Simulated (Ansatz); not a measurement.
# Ti2NiGeS4: two electronic states of one cell

An SCF can end in more than one state. Here Ti2NiGeS4, a known structure type filled with other elements, at an estimated volume, is run from each state found earlier: which lies lowest, and what else changes?

All numbers below are computed with Ansatz 0.2.0 (DFT, r2SCAN, with U_eff = 2.55 eV on Ni d, U_eff = 4.02 eV on Ti d, plane waves, PAW).

### 1 The system as given

The structure is tetragonal, space group I-42m (No. 121). Conventional cell: a = 5.324 Å, b = 5.324 Å, c = 10.526 Å, α = 90.00°, β = 90.00°, γ = 90.00°. Ni (site symmetry -42m) is surrounded by 4 S at 2.37 Å. S (site symmetry m) is surrounded by 2 Ti at 2.26 Å and 1 Ge at 2.31 Å and 1 Ni at 2.37 Å. Around Ti (site symmetry -4) lie 4 S at 2.26 Å. Ge (site symmetry -42m) has 4 S at 2.31 Å as nearest neighbours.

Structure file:

```cif
data_structure
_symmetry_space_group_name_H-M 'P 1'
_symmetry_Int_Tables_number 1
_cell_length_a 5.3238
_cell_length_b 5.3238
_cell_length_c 6.4709
_cell_angle_alpha 65.710
_cell_angle_beta 65.710
_cell_angle_gamma 90.000
_cell_volume 149.17
loop_
_atom_site_label
_atom_site_type_symbol
_atom_site_fract_x
_atom_site_fract_y
_atom_site_fract_z
_atom_site_occupancy
Ni1 Ni 0.00000 0.00000 0.00000 1
S1 S 0.38700 0.38700 0.73600 1
S2 S 0.61300 0.12300 0.26400 1
S3 S 0.87700 0.87700 0.73600 1
S4 S 0.12300 0.61300 0.26400 1
Ti1 Ti 0.75000 0.25000 0.50000 1
Ti2 Ti 0.25000 0.75000 0.50000 1
Ge1 Ge 0.50000 0.50000 0.00000 1
```

The states: A, Ni1 up, Ti6 up, Ti7 up (collinear spin); B, Ni1 down, Ti6 up, Ti7 up (collinear spin). Each run reads its own saved solution as saved_state.

### 2 Run from state A

File input.yaml:

```yaml
crystal:
  lattice:
    - [0.0, 5.32375239, 0.0]
    - [5.32375239, 0.0, 0.0]
    - [2.6618767, 2.6618767, -5.26318373]
  atoms:
    - { symbol: Ni, position: [0.0, 0.0, 0.0], spin: 2.0 }
    - { symbol: S, position: [0.387, 0.387, 0.736] }
    - { symbol: S, position: [0.613, 0.123, 0.264] }
    - { symbol: S, position: [0.877, 0.877, 0.736] }
    - { symbol: S, position: [0.123, 0.613, 0.264] }
    - { symbol: Ti, position: [0.75, 0.25, 0.5], spin: 1.0 }
    - { symbol: Ti, position: [0.25, 0.75, 0.5], spin: 1.0 }
    - { symbol: Ge, position: [0.5, 0.5, 0.0] }
  symmetry: { detect: false, time_reversal: true }
kpoints:
  mp_grid: { grid: [5, 5, 5], shift: [0, 0, 0] }
magnetization:
  spin_polarized: true
scf:
  occupations: { method: fermi_dirac }
  lower_state_search: "off"
  max_iter: 200
hamiltonian:
  pseudopotentials: { kind: paw }
  xc: r2scan
  hubbard:
    projectors: all-electron-ortho-atomic
    sites:
      - { species: Ni, l: d, u_eff: 2.55 }
      - { species: Ti, l: d, u_eff: 4.02 }
basis:
  ecutwfc: 500
  fft_grid_basis: typed
output:
  forces: true
  stress: true
  eigenvalues: true
  bader: true
  populations: true
  elf: true
  write_potential: true
  volumetric_format: npy
  dos:
    e_range: [-12, 8]
    de: 0.05
    projected: { site_lists: { Ge: [Ge], Ni: [Ni], S: [S], Ti: [Ti] } }
  write_density: true
checkpoint:
  read: saved_state
```

On the command line:

```sh
$ ansatz run input.yaml --threads 1 --pin off --max-ram 2560MiB --backend cpu --events-out ev --progress --plain --runs-dir out
```

The log of the run (excerpt; [...] marks lines left out):

```text
Warning: RAYON_NUM_THREADS=1 ignored (pool sized by the plan → 1); use --threads N
Ni: projections on atomic orbitals take those of the free atom [Ne] 3s2 3p6 3d8 4s2, of charge +0.00 (hamiltonian.pseudopotentials.projection_atoms); the dataset's partial waves leave at most 1.6e-6 of an orbital's norm unspanned inside its sphere
S: projections on atomic orbitals take those of the free atom [Ne] 3s2 3p4, of charge +0.00 (hamiltonian.pseudopotentials.projection_atoms); the dataset's partial waves leave at most 1.6e-7 of an orbital's norm unspanned inside its sphere
Ti: projections on atomic orbitals take those of the free atom [Ne] 3s2 3p6 3d2 4s2, of charge +0.00 (hamiltonian.pseudopotentials.projection_atoms); the dataset's partial waves leave at most 4.1e-7 of an orbital's norm unspanned inside its sphere
Ge: projections on atomic orbitals take those of the free atom [Ar] 3d10 4s2 4p2, of charge +0.00 (hamiltonian.pseudopotentials.projection_atoms); the dataset's partial waves leave at most 1.2e-6 of an orbital's norm unspanned inside its sphere
[...]
Pseudopotentials: kind: paw
Pseudopotential: Ni, paw, valence charge 18, recommended cutoff 500 eV (meta_gga), Ni.paw.azcp
Pseudopotential: S, paw, valence charge 6, recommended cutoff 500 eV (meta_gga), S.paw.azcp
Pseudopotential: Ti, paw, valence charge 12, recommended cutoff 500 eV (meta_gga), Ti.paw.azcp
Pseudopotential: Ge, paw, valence charge 14, recommended cutoff 500 eV (meta_gga), Ge.paw.azcp
[...]
--- Forces (eV/Å), atoms counted from 1 ---
  atom   1  Ni     0.02180341     0.02181705     0.05213006
  atom   2  S     -0.53016475    -0.53019700    -2.72244969
  atom   3  S     -0.41651408     0.51750351     2.73834373
  atom   4  S      0.49843647     0.49842481    -2.70299138
  atom   5  S      0.51749182    -0.41652270     2.73832536
  atom   6  Ti    -0.09365426     0.04019109    -0.04019699
  atom   7  Ti     0.04018470    -0.09364733    -0.04018526
  atom   8  Ge    -0.03759335    -0.03757799    -0.02291726
[...]
--- Stress (GPa, compression-positive) ---
       21.299350       0.138621      -0.163051
        0.138601      21.299302      -0.163105
       -0.163615      -0.163650      18.496799
  P = ⅓ Tr σ = 20.3652 GPa (203.652 kbar)
--- Band table (eV; the first three rows and the last of 126) ---
[...]
Occupation matrices written to <dir>
--- Löwdin populations: 8 sites ---
  site symbol       q [e]    m [muB]
     0     Ni     17.3742     0.9372
     1      S      6.4436    -0.1021
     2      S      6.4436    -0.1100
     3      S      6.4479    -0.1187
     4      S      6.4436    -0.1100
     5     Ti     11.2931     1.7896
     6     Ti     11.2931     1.7896
     7     Ge     13.6762    -0.0511
  spilling = 0.007311 (of n_electrons = 80.000000)
--- Bader charges: 8 sites ---
  site symbol  charge [e]  shift [e]    m [muB]
     0     Ni      0.5301     0.0013     0.9362
     1      S     -1.1284     0.0000     0.0383
     2      S     -1.1242     0.0004     0.0349
     3      S     -1.1242     0.0005     0.0319
     4      S     -1.1243     0.0004     0.0349
     5     Ti      1.4533     0.0001     1.5328
     6     Ti      1.4533     0.0001     1.5328
     7     Ge      1.0643     0.0003    -0.0300
  estimated error of the sums over rays = 5.9e-4 e
```

It took 15 min on 1 thread of Arm Neoverse V2, shared host; peak memory 1.6 GiB.

### 3 What state A looks like

States per cell by energy window, from dos.tsv and pdos.tsv (tetrahedra; eV from the Fermi level):

| from | to | total | up | down | Ge p | Ni d | S p | Ti d |
| --- | --- | --- | --- | --- | --- | --- | --- | --- |
| -8.0 | -7.0 | 0.89 | 0.77 | 0.13 | 0.14 | 0.02 | 0.57 | 0.09 |
| -7.0 | -6.0 | 4.97 | 2.24 | 2.73 | 0.70 | 0.20 | 3.26 | 0.35 |
| -6.0 | -5.0 | 7.38 | 4.72 | 2.66 | 0.35 | 1.01 | 4.90 | 0.56 |
| -5.0 | -4.0 | 8.76 | 3.27 | 5.49 | 0.07 | 1.00 | 6.62 | 0.81 |
| -4.0 | -3.0 | 3.08 | 3.00 | 0.08 | 0.04 | 2.00 | 0.63 | 0.30 |
| -3.0 | -2.0 | 4.69 | 2.77 | 1.92 | 0.08 | 2.73 | 0.70 | 0.93 |
| -2.0 | -1.0 | 5.23 | 3.23 | 2.00 | 0.15 | 1.70 | 0.87 | 2.17 |
| -1.0 | 0.0 | 1.01 | 0.01 | 1.00 | 0.02 | 0.11 | 0.35 | 0.16 |
| 0.0 | 1.0 | 1.93 | 1.15 | 0.78 | 0.17 | 0.37 | 0.38 | 0.54 |
| 1.0 | 2.0 | 3.95 | 1.96 | 1.99 | 0.75 | 0.38 | 0.47 | 1.46 |
| 2.0 | 3.0 | 4.44 | 2.04 | 2.40 | 0.60 | 0.19 | 0.48 | 2.02 |

By element, from the tables in the log (a charge is positive for electrons lost): Löwdin charges also hold the electrons that the projection spills.

| element | atoms | Bader charge (e) | Bader volume (Å³) | Löwdin charge (e) | Bader moment, size (μB) |
| --- | --- | --- | --- | --- | --- |
| Ni | 1 | +0.53 | 14.9 | +0.63 | 0.94 |
| S | 4 | -1.13 to -1.12 | 24.2 to 24.4 | -0.45 to -0.44 | 0.03 to 0.04 |
| Ti | 2 | +1.45 | 11.1 | +0.71 | 1.53 |
| Ge | 1 | +1.06 | 14.9 | +0.32 | 0.03 |

Löwdin charges rest on a small set of atomic orbitals that misses 0.7 % of the electrons, so they need not add up to the cell's charge and can differ from Bader's even in sign.

Eigenvalues of the corrected shells' occupation matrices:

| atom | shell | spin | eigenvalues |
| --- | --- | --- | --- |
| Ni1 | d | up | 0.96 0.96 0.98 0.98 0.99 |
| Ni1 | d | down | 0.10 0.94 0.95 0.98 0.98 |
| Ti6 | d | up | 0.16 0.16 0.16 0.88 0.94 |
| Ti6 | d | down | 0.05 0.07 0.13 0.13 0.15 |
| Ti7 | d | up | 0.16 0.16 0.16 0.89 0.94 |
| Ti7 | d | down | 0.05 0.07 0.13 0.13 0.15 |

The main site moments: Ni1 up, Ti6 up, Ti7 up.

### 4 State B: the run

Changes to input.yaml since step 2:

```diff
@@ -6,3 +6,3 @@
   atoms:
-    - { symbol: Ni, position: [0.0, 0.0, 0.0], spin: 2.0 }
+    - { symbol: Ni, position: [0.0, 0.0, 0.0] }
     - { symbol: S, position: [0.387, 0.387, 0.736] }
@@ -11,8 +11,21 @@
     - { symbol: S, position: [0.123, 0.613, 0.264] }
-    - { symbol: Ti, position: [0.75, 0.25, 0.5], spin: 1.0 }
-    - { symbol: Ti, position: [0.25, 0.75, 0.5], spin: 1.0 }
+    - { symbol: Ti, position: [0.75, 0.25, 0.5] }
+    - { symbol: Ti, position: [0.25, 0.75, 0.5] }
     - { symbol: Ge, position: [0.5, 0.5, 0.0] }
-  symmetry: { detect: false, time_reversal: true }
 kpoints:
   mp_grid: { grid: [5, 5, 5], shift: [0, 0, 0] }
+  band_path:
+    path:
+      - [0.0, 0.0, 0.0]
+      - [0.5, 0.5, 0.5]
+      - [0.5, 0.5, 0.25]
+      - [0.0, 0.5, 0.0]
+      - [0.0, 0.0, 0.0]
+      - [0.0, 0.0, -0.5]
+      - [0.0, 0.37210645, -0.31394678]
+      - [0.0, 0.62789355, 0.31394678]
+      - [0.0, 0.0, 0.0]
+      - [0.5, 0.5, 0.5]
+      - [0.37210645, 0.62789355, 0.5]
+    npoints: 7
 magnetization:
```

On the command line:

```sh
$ ansatz run input.yaml --threads 1 --pin off --max-ram 2560MiB --backend cpu --events-out ev --progress --plain --runs-dir out
```

The log of the run (excerpt; [...] marks lines left out):

```text
Warning: crystal.lattice misses the space group found at crystal.symmetry.tolerance 1.0e-5 in a digit that the deck types, which is why this is a warning: making the lattice exact moves one of its numbers by a whole unit of that number's last typed decimal, or more. The operation that it [...]
Warning: RAYON_NUM_THREADS=1 ignored (pool sized by the plan → 1); use --threads N
Ni: projections on atomic orbitals take those of the free atom [Ne] 3s2 3p6 3d8 4s2, of charge +0.00 (hamiltonian.pseudopotentials.projection_atoms); the dataset's partial waves leave at most 1.6e-6 of an orbital's norm unspanned inside its sphere
S: projections on atomic orbitals take those of the free atom [Ne] 3s2 3p4, of charge +0.00 (hamiltonian.pseudopotentials.projection_atoms); the dataset's partial waves leave at most 1.6e-7 of an orbital's norm unspanned inside its sphere
[...]
--- Stress (GPa, compression-positive) ---
       21.453429      -0.000000       0.000000
       -0.000000      21.453429       0.000000
        0.000000       0.000000      17.442891
  P = ⅓ Tr σ = 20.1166 GPa (201.166 kbar)
--- Band table (eV; the first three rows and the last of 36) ---
[...]
Occupation matrices written to <dir>
--- Löwdin populations: 8 sites ---
  site symbol       q [e]    m [muB]
     0     Ni     17.3846    -0.9122
     1      S      6.4417    -0.1124
     2      S      6.4417    -0.1124
     3      S      6.4417    -0.1124
     4      S      6.4417    -0.1124
     5     Ti     11.2921     1.8100
     6     Ti     11.2921     1.8100
     7     Ge     13.6776     0.0295
  spilling = 0.007332 (of n_electrons = 80.000000)
--- Bader charges: 8 sites ---
  site symbol  charge [e]  shift [e]    m [muB]
     0     Ni      0.5270     0.0014    -0.9180
     1      S     -1.1254     0.0004     0.0560
     2      S     -1.1254     0.0004     0.0560
     3      S     -1.1254     0.0004     0.0560
     4      S     -1.1254     0.0004     0.0560
     5     Ti      1.4544     0.0001     1.5452
     6     Ti      1.4543     0.0001     1.5452
     7     Ge      1.0659     0.0003     0.0255
  estimated error of the sums over rays = 6.3e-4 e
```

Wall time 3.9 min (1 thread of Arm Neoverse V2, shared host); peak memory 1.5 GiB.

### 5 What state B looks like

Counts of states in windows (eV from the Fermi level; tetrahedra), total and projected:

| from | to | total | up | down | Ge p | Ni d | S p | Ti d |
| --- | --- | --- | --- | --- | --- | --- | --- | --- |
| -8.0 | -7.0 | 0.51 | 0.45 | 0.07 | 0.08 | 0.00 | 0.33 | 0.06 |
| -7.0 | -6.0 | 5.30 | 2.53 | 2.77 | 0.75 | 0.22 | 3.45 | 0.38 |
| -6.0 | -5.0 | 6.20 | 3.10 | 3.11 | 0.34 | 0.82 | 4.08 | 0.45 |
| -5.0 | -4.0 | 10.00 | 4.93 | 5.06 | 0.11 | 1.23 | 7.37 | 0.98 |
| -4.0 | -3.0 | 3.20 | 1.02 | 2.19 | 0.02 | 2.02 | 0.89 | 0.18 |
| -3.0 | -2.0 | 4.82 | 2.02 | 2.80 | 0.09 | 2.70 | 0.74 | 1.01 |
| -2.0 | -1.0 | 4.69 | 4.68 | 0.00 | 0.16 | 1.62 | 0.59 | 2.03 |
| -1.0 | 0.0 | 1.29 | 0.42 | 0.87 | 0.02 | 0.15 | 0.44 | 0.28 |
| 0.0 | 1.0 | 1.28 | 1.02 | 0.26 | 0.10 | 0.29 | 0.22 | 0.36 |
| 1.0 | 2.0 | 4.21 | 2.42 | 1.79 | 0.74 | 0.46 | 0.58 | 1.47 |
| 2.0 | 3.0 | 4.28 | 2.14 | 2.15 | 0.59 | 0.20 | 0.45 | 1.94 |

Gathered by element (positive charge: electrons given up): Löwdin charges also hold the electrons that the projection spills.

| element | atoms | Bader charge (e) | Bader volume (Å³) | Löwdin charge (e) | Bader moment, size (μB) |
| --- | --- | --- | --- | --- | --- |
| Ni | 1 | +0.53 | 14.9 | +0.62 | 0.92 |
| S | 4 | -1.13 | 24.3 | -0.44 | 0.06 |
| Ti | 2 | +1.45 | 11.1 | +0.71 | 1.55 |
| Ge | 1 | +1.07 | 14.9 | +0.32 | 0.03 |

The Löwdin projection spills 0.7 % of the electrons and depends on the orbitals chosen; where it disagrees with Bader's partition, neither is an observable.

Occupation eigenvalues of the Hubbard shells:

| atom | shell | spin | eigenvalues |
| --- | --- | --- | --- |
| Ni1 | d | up | 0.13 0.94 0.94 0.95 0.99 |
| Ni1 | d | down | 0.97 0.97 0.98 0.98 0.99 |
| Ti6 | d | up | 0.16 0.16 0.16 0.89 0.93 |
| Ti6 | d | down | 0.05 0.07 0.13 0.13 0.14 |
| Ti7 | d | up | 0.16 0.16 0.16 0.89 0.93 |
| Ti7 | d | down | 0.05 0.07 0.13 0.13 0.14 |

The main site moments: Ni1 down, Ti6 up, Ti7 up.

### 6 Results

| state | free energy (meV/atom) | largest site moment (μB) | size of the net moment (μB/cell) | gap (eV) | pressure (GPa) | largest force (eV/Å) | SCF cycles |
| --- | --- | --- | --- | --- | --- | --- | --- |
| A | 1.9 | 1.26 | 4.11 | metal | 20.4 | 2.82 | 32 |
| B | 0.0 | 1.27 | 2.42 | metal | 20.1 | 2.94 | 10 |

**Reading.** State B wins by 1.9 meV per atom over A. The atoms are far from rest (forces to 2.9 eV/Å), so order and character hold for this geometry alone. Every run converged, so convergence alone does not show that a state is the lowest.
